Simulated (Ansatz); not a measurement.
**HfO2: a strain scan**

The task, for HfO2: see how energy and stress answer to the strain pattern (0, 0, 0, 1, 0, 0).

Computed with Ansatz 0.2.0 (DFT r2SCAN, scalar-relativistic, plane waves, PAW, unless a step's input says otherwise).

2 further runs of the same task are left out: 2 set aside as unsound or not needed.

**1. The system as given**

Symmetry: Fm-3m, No. 225, cubic system. Conventional cell: a = 5.058 Å, b = 5.058 Å, c = 5.058 Å, α = 90.00°, β = 90.00°, γ = 90.00°. Hf (site symmetry m-3m) has 8 O at 2.19 Å as nearest neighbours. Around O (site symmetry -43m) lie 4 Hf at 2.19 Å.

As a file:

```cif
data_structure
_symmetry_space_group_name_H-M 'P 1'
_symmetry_Int_Tables_number 1
_cell_length_a 3.5768
_cell_length_b 3.5768
_cell_length_c 3.5768
_cell_angle_alpha 60.000
_cell_angle_beta 60.000
_cell_angle_gamma 60.000
_cell_volume 32.36
loop_
_atom_site_label
_atom_site_type_symbol
_atom_site_fract_x
_atom_site_fract_y
_atom_site_fract_z
_atom_site_occupancy
Hf1 Hf 0.00000 0.00000 0.00000 1
O1 O 0.25000 0.25000 0.25000 1
O2 O 0.75000 0.75000 0.75000 1
```

It is the result of an earlier relaxation at this level (volume 10.79 Å³/atom; gap on the mesh: 4.30 eV).

**2. Zero of energy**

The reference gives a free energy of -16876.1906 eV, pressure 0.02 GPa, largest force 0.000 eV/Å and gap on the mesh 4.30 eV. It was computed beforehand with the settings of the runs below.

**3. Next: a strain scan**

The cell is strained by ε times the Voigt pattern (0, 0, 0, 1, 0, 0) (xx, yy, zz, yz, xz, xy; engineering shear), with fractional coordinates fixed (clamped ions). The stress on the pattern is the sum of the stress components weighted by it, tension positive.

**4. Point ε = -0.0400**

input.yaml reads:

```yaml
crystal:
  lattice:
    - [0.0, 2.4785777664, 2.4785777664]
    - [2.5291609861, -0.0505832197, 2.5291609861]
    - [2.5291609861, 2.5291609861, -0.0505832197]
  atoms:
    - { symbol: Hf, position: [0.0, 0.0, 0.0] }
    - { symbol: O, position: [0.25, 0.25, 0.25] }
    - { symbol: O, position: [0.75, 0.75, 0.75] }
basis:
  ecutwfc: 500
kpoints:
  mp_grid: { grid: [8, 8, 8] }
hamiltonian:
  xc: r2scan
scf:
  occupations: { method: gaussian, width: 0.05 }
output:
  forces: true
  stress: true
  eigenvalues: true
```

Started as:

```sh
$ ansatz run input.yaml --threads 1 --pin off --max-ram 2560MiB --backend cpu --events-out ev --progress --plain --runs-dir out
```

**5. Point ε = 0.0300**

Changes to input.yaml since step 4:

```diff
@@ -2,5 +2,5 @@
   lattice:
-    - [0.0, 2.4785777664, 2.4785777664]
-    - [2.5291609861, -0.0505832197, 2.5291609861]
-    - [2.5291609861, 2.5291609861, -0.0505832197]
+    - [0.0, 2.5670984009, 2.5670984009]
+    - [2.5291609861, 0.0379374148, 2.5291609861]
+    - [2.5291609861, 2.5291609861, 0.0379374148]
   atoms:
```

**6. Point ε = -0.0200**

Changes to input.yaml since step 5:

```diff
@@ -2,5 +2,5 @@
   lattice:
-    - [0.0, 2.5670984009, 2.5670984009]
-    - [2.5291609861, 0.0379374148, 2.5291609861]
-    - [2.5291609861, 2.5291609861, 0.0379374148]
+    - [0.0, 2.5038693762, 2.5038693762]
+    - [2.5291609861, -0.0252916099, 2.5291609861]
+    - [2.5291609861, 2.5291609861, -0.0252916099]
   atoms:
```

**7. ε = 0.0100**

Changes to input.yaml since step 6:

```diff
@@ -2,5 +2,5 @@
   lattice:
-    - [0.0, 2.5038693762, 2.5038693762]
-    - [2.5291609861, -0.0252916099, 2.5291609861]
-    - [2.5291609861, 2.5291609861, -0.0252916099]
+    - [0.0, 2.541806791, 2.541806791]
+    - [2.5291609861, 0.0126458049, 2.5291609861]
+    - [2.5291609861, 2.5291609861, 0.0126458049]
   atoms:
```

**8. ε = 0.0350**

Changes to input.yaml since step 7:

```diff
@@ -2,5 +2,5 @@
   lattice:
-    - [0.0, 2.541806791, 2.541806791]
-    - [2.5291609861, 0.0126458049, 2.5291609861]
-    - [2.5291609861, 2.5291609861, 0.0126458049]
+    - [0.0, 2.5734213034, 2.5734213034]
+    - [2.5291609861, 0.0442603173, 2.5291609861]
+    - [2.5291609861, 2.5291609861, 0.0442603173]
   atoms:
```

**9. ε = 0.0250**

Changes to input.yaml since step 8:

```diff
@@ -2,5 +2,5 @@
   lattice:
-    - [0.0, 2.5734213034, 2.5734213034]
-    - [2.5291609861, 0.0442603173, 2.5291609861]
-    - [2.5291609861, 2.5291609861, 0.0442603173]
+    - [0.0, 2.5607754984, 2.5607754984]
+    - [2.5291609861, 0.0316145123, 2.5291609861]
+    - [2.5291609861, 2.5291609861, 0.0316145123]
   atoms:
```

**10. Point ε = 0.0150**

Changes to input.yaml since step 9:

```diff
@@ -2,5 +2,5 @@
   lattice:
-    - [0.0, 2.5607754984, 2.5607754984]
-    - [2.5291609861, 0.0316145123, 2.5291609861]
-    - [2.5291609861, 2.5291609861, 0.0316145123]
+    - [0.0, 2.5481296935, 2.5481296935]
+    - [2.5291609861, 0.0189687074, 2.5291609861]
+    - [2.5291609861, 2.5291609861, 0.0189687074]
   atoms:
```

**11. Point ε = 0.0050**

Changes to input.yaml since step 10:

```diff
@@ -2,5 +2,5 @@
   lattice:
-    - [0.0, 2.5481296935, 2.5481296935]
-    - [2.5291609861, 0.0189687074, 2.5291609861]
-    - [2.5291609861, 2.5291609861, 0.0189687074]
+    - [0.0, 2.5354838886, 2.5354838886]
+    - [2.5291609861, 0.0063229025, 2.5291609861]
+    - [2.5291609861, 2.5291609861, 0.0063229025]
   atoms:
@@ -21 +21,5 @@
   eigenvalues: true
+  write_density: true
+  write_potential: true
+  elf: true
+  volumetric_format: npy
```

(Steps that only read results are left out.)

**Question.** What will these runs give? Wanted: slope of the stress at ε = 0, from the points at -0.0200, 0 and 0.0050.

The runs gave:

| quantity | value |
| --- | --- |
| slope of the stress at ε = 0, from the points at -0.0200, 0 and 0.0050 | 101 GPa |

From the stress slope, C44 is about 101 GPa with the ions clamped; letting the atoms relax could not make it stiffer. The undisturbed cell stays the lowest of the sampled points. The gap on the mesh stays between 4.30 and 4.31 eV. These runs have no spin-orbit coupling; with Hf it would split and shift bands.
